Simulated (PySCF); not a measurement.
# ReCl4O radical: EPR parameters, part 2 of 2

PySCF 2.14.0. Atoms count from 0.

## Step 6: EPR parameters (ReCl₄O radical, [O]=[Re]([Cl])([Cl])([Cl])[Cl]): BHandHLYP/pcH-1 Re:dyall-v2z (BHandHLYP), spin–orbit

Job settings and geometry (Å):

```
{"job": {"kind": "hepr", "xc": "BHandHLYP", "basis": {"default": "pcH-1", "Re": "dyall-v2z"}, "rel": "so"}, "charge": 0, "multiplicity": 2}
O     -0.555859    -0.886268    -1.474953
Re    -0.044300    -0.077739    -0.128846
Cl     1.777730    -1.199693     0.673566
Cl    -1.166888    -1.031266     1.615412
Cl    -1.450091     1.701702     0.150519
Cl     1.463512     1.463215    -0.880415
```

With the program's defaults for keys left out, this is: BHandHLYP/pcH-1 Re:dyall-v2z EPR parameters from three collinear SCF solutions, X2C with spin-orbit coupling, screened-nuclear two-electron part, Gaussian nuclei, gas phase.

Output:

```text
spin-free SCF
coarse grid: 39384 points
cycle   1  E = -18612.9633608943  dE =  9.002e-01  |g| = 2.423e+00  |ddm| = 1.860e+00
cycle   2  E = -18599.5822002970  dE =  1.338e+01  |g| = 7.542e+00  |ddm| = 6.264e+00
cycle   3  E = -18614.3847036323  dE = -1.480e+01  |g| = 1.214e+00  |ddm| = 4.589e+00
cycle   4  E = -18614.4953343225  dE = -1.106e-01  |g| = 1.012e+00  |ddm| = 1.173e+00
cycle   5  E = -18614.8906817950  dE = -3.953e-01  |g| = 1.149e-01  |ddm| = 5.549e-01
cycle   6  E = -18614.8893032355  dE =  1.379e-03  |g| = 1.070e-01  |ddm| = 1.312e-01
cycle   7  E = -18614.8937976496  dE = -4.494e-03  |g| = 1.397e-02  |ddm| = 7.044e-02
cycle   8  E = -18614.8938953529  dE = -9.770e-05  |g| = 7.328e-03  |ddm| = 1.503e-02
cycle   9  E = -18614.8939342543  dE = -3.890e-05  |g| = 3.260e-03  |ddm| = 7.743e-03
cycle  10  E = -18614.8939531289  dE = -1.887e-05  |g| = 1.540e-03  |ddm| = 7.121e-03
cycle  11  E = -18614.8939610895  dE = -7.961e-06  |g| = 8.302e-04  |ddm| = 4.466e-03
final grid: 73784 points
cycle  12  E = -18614.8928401471  dE = -9.161e-05  |g| = 1.944e-03  |ddm| = 1.627e-03
cycle  13  E = -18614.8928411218  dE = -9.747e-07  |g| = 7.079e-04  |ddm| = 1.202e-03
cycle  14  E = -18614.8928415949  dE = -4.731e-07  |g| = 9.328e-04  |ddm| = 1.016e-03
cycle  15  E = -18614.8928419427  dE = -3.478e-07  |g| = 4.209e-04  |ddm| = 5.843e-04
cycle  16  E = -18614.8928422240  dE = -2.813e-07  |g| = 3.452e-04  |ddm| = 5.697e-04
cycle  17  E = -18614.8928427904  dE = -5.664e-07  |g| = 1.855e-04  |ddm| = 1.965e-03
cycle  18  E = -18614.8928428172  dE = -2.677e-08  |g| = 4.310e-05  |ddm| = 3.661e-04
cycle  19  E = -18614.8928428183  dE = -1.168e-09  |g| = 9.928e-06  |ddm| = 5.365e-05
converged SCF energy = -18614.8928428183
two-component SCF, magnetisation along principal axis 1
cycle   1  E = -18606.9579774569  dE = -1.861e+04  |FDS-SDF| = 4.507e+02
cycle   2  E = -18628.0067623284  dE = -2.105e+01  |FDS-SDF| = 2.701e+00
cycle   3  E = -18628.0203285355  dE = -1.357e-02  |FDS-SDF| = 1.090e-01
cycle   4  E = -18628.0210174355  dE = -6.889e-04  |FDS-SDF| = 9.602e-02
cycle   5  E = -18628.0214151524  dE = -3.977e-04  |FDS-SDF| = 2.438e-02
cycle   6  E = -18628.0216856757  dE = -2.705e-04  |FDS-SDF| = 1.497e-02
cycle   7  E = -18628.0218478414  dE = -1.622e-04  |FDS-SDF| = 1.051e-02
cycle   8  E = -18628.0220217983  dE = -1.740e-04  |FDS-SDF| = 4.721e-03
cycle   9  E = -18628.0220626612  dE = -4.086e-05  |FDS-SDF| = 3.169e-03
cycle  10  E = -18628.0220783978  dE = -1.574e-05  |FDS-SDF| = 2.079e-03
cycle  11  E = -18628.0220908877  dE = -1.249e-05  |FDS-SDF| = 7.543e-04
cycle  12  E = -18628.0220922038  dE = -1.316e-06  |FDS-SDF| = 4.072e-04
cycle  13  E = -18628.0220925450  dE = -3.412e-07  |FDS-SDF| = 2.350e-04
cycle  14  E = -18628.0220926498  dE = -1.048e-07  |FDS-SDF| = 1.265e-04
cycle  15  E = -18628.0220926779  dE = -2.806e-08  |FDS-SDF| = 8.236e-05
converged, E = -18628.0220926779
two-component SCF, magnetisation along principal axis 2
cycle   1  E = -18606.9579774569  dE = -1.861e+04  |FDS-SDF| = 4.507e+02
cycle   2  E = -18628.0067626627  dE = -2.105e+01  |FDS-SDF| = 2.701e+00
cycle   3  E = -18628.0203291636  dE = -1.357e-02  |FDS-SDF| = 1.090e-01
cycle   4  E = -18628.0210182666  dE = -6.891e-04  |FDS-SDF| = 9.603e-02
cycle   5  E = -18628.0214160578  dE = -3.978e-04  |FDS-SDF| = 2.439e-02
cycle   6  E = -18628.0216866903  dE = -2.706e-04  |FDS-SDF| = 1.497e-02
cycle   7  E = -18628.0218489310  dE = -1.622e-04  |FDS-SDF| = 1.051e-02
cycle   8  E = -18628.0220229577  dE = -1.740e-04  |FDS-SDF| = 4.722e-03
cycle   9  E = -18628.0220638097  dE = -4.085e-05  |FDS-SDF| = 3.169e-03
cycle  10  E = -18628.0220795272  dE = -1.572e-05  |FDS-SDF| = 2.078e-03
cycle  11  E = -18628.0220919769  dE = -1.245e-05  |FDS-SDF| = 7.520e-04
cycle  12  E = -18628.0220932793  dE = -1.302e-06  |FDS-SDF| = 4.043e-04
cycle  13  E = -18628.0220936135  dE = -3.342e-07  |FDS-SDF| = 2.319e-04
cycle  14  E = -18628.0220937144  dE = -1.009e-07  |FDS-SDF| = 1.229e-04
cycle  15  E = -18628.0220937402  dE = -2.579e-08  |FDS-SDF| = 7.851e-05
converged, E = -18628.0220937402
two-component SCF, magnetisation along principal axis 3
cycle   1  E = -18606.9579774568  dE = -1.861e+04  |FDS-SDF| = 4.507e+02
cycle   2  E = -18628.0067550572  dE = -2.105e+01  |FDS-SDF| = 2.701e+00
cycle   3  E = -18628.0203162858  dE = -1.356e-02  |FDS-SDF| = 1.090e-01
cycle   4  E = -18628.0210017530  dE = -6.855e-04  |FDS-SDF| = 9.601e-02
cycle   5  E = -18628.0213980607  dE = -3.963e-04  |FDS-SDF| = 2.434e-02
cycle   6  E = -18628.0216661997  dE = -2.681e-04  |FDS-SDF| = 1.492e-02
cycle   7  E = -18628.0218263118  dE = -1.601e-04  |FDS-SDF| = 1.045e-02
cycle   8  E = -18628.0219974555  dE = -1.711e-04  |FDS-SDF| = 4.694e-03
cycle   9  E = -18628.0220374135  dE = -3.996e-05  |FDS-SDF| = 3.150e-03
cycle  10  E = -18628.0220527869  dE = -1.537e-05  |FDS-SDF| = 2.066e-03
cycle  11  E = -18628.0220649775  dE = -1.219e-05  |FDS-SDF| = 7.427e-04
cycle  12  E = -18628.0220662306  dE = -1.253e-06  |FDS-SDF| = 3.972e-04
cycle  13  E = -18628.0220665488  dE = -3.182e-07  |FDS-SDF| = 2.296e-04
cycle  14  E = -18628.0220666484  dE = -9.967e-08  |FDS-SDF| = 1.239e-04
cycle  15  E = -18628.0220666740  dE = -2.558e-08  |FDS-SDF| = 8.088e-05
converged, E = -18628.0220666740

g tensor 1.77904 1.78777 2.03148   isotropic 1.86609

Hyperfine (MHz)
atom isotope      a_iso        A1        A2        A3
  0    17O        9.90      -0.69      14.82      15.57
  1  187Re    -1220.87   -1909.72    -879.92    -872.97
  2   35Cl        9.95     -11.43      19.67      21.60
  3   35Cl       11.32     -11.35      20.85      24.45
  4   35Cl       10.27     -11.57      19.98      22.40
  5   35Cl       11.12     -11.27      20.68      23.97

Field gradients (au) and densities at the nuclei (bohr^-3)
atom        Vxx        Vyy        Vzz        centre      nuclear mean
  0 O      0.0866     0.1072    -0.1938        313.008        312.997
  1 Re    -2.7680    -3.0023     5.7703    1547763.561    1431876.216
  2 Cl    -0.6688    -1.7409     2.4097       2827.703       2838.893
  3 Cl    -0.6901    -1.6593     2.3494       2827.698       2838.889
  4 Cl    -0.6767    -1.7203     2.3970       2827.703       2838.893
  5 Cl    -0.6865    -1.6716     2.3581       2827.699       2838.889
without picture change
  1 Re                           6.6142                   3975090.436
```

Wall time 19 min (1 thread of Arm Neoverse V2, shared host); peak memory 1.9 GiB.

From this job:

| quantity | value |
| --- | --- |
| g(iso) | 1.8661 |

## Step 7: Results

The summary covers parts 1 to 2.

| quantity | value |
| --- | --- |
| point group | C2v |
| rotational constants (main isotopes) | 1.19, 1.18, 0.75 GHz |
| g(iso) (step 3, BP86/pcH-1 Re:dyall-v2z (BP86), spin–orbit) | 1.8875 |
| a(iso) (step 3, BP86/pcH-1 Re:dyall-v2z (BP86), spin–orbit) | 187Re Re1 -671.8, 35Cl Cl4 3.8, 35Cl Cl2 3.8 MHz |
| g(iso) (step 4, PBE/pcH-1 Re:dyall-v2z (PBE), spin–orbit) | 1.8883 |
| a(iso) (step 4, PBE/pcH-1 Re:dyall-v2z (PBE), spin–orbit) | 187Re Re1 -715.9, 35Cl Cl4 3.7, 35Cl Cl2 3.7 MHz |
| g(iso) (step 5, B3LYP/pcH-1 Re:dyall-v2z (B3LYP), spin–orbit) | 1.8793 |
| a(iso) (step 5, B3LYP/pcH-1 Re:dyall-v2z (B3LYP), spin–orbit) | 187Re Re1 -892.0, 35Cl Cl4 5.2, 35Cl Cl3 5.2 MHz |
| g(iso) (step 6, BHandHLYP/pcH-1 Re:dyall-v2z (BHandHLYP), spin–orbit) | 1.8661 |
| a(iso) (step 6, BHandHLYP/pcH-1 Re:dyall-v2z (BHandHLYP), spin–orbit) | 187Re Re1 -1220.9, 35Cl Cl3 11.3, 35Cl Cl5 11.1 MHz |

**Reading.** Relaxing lowered the energy by 0.435 eV in 13 steps; the close pair that moved most is Re1–Cl3, from 2.182 to 2.283 Å. No frequency check was run at this level, so the end point may be a saddle.
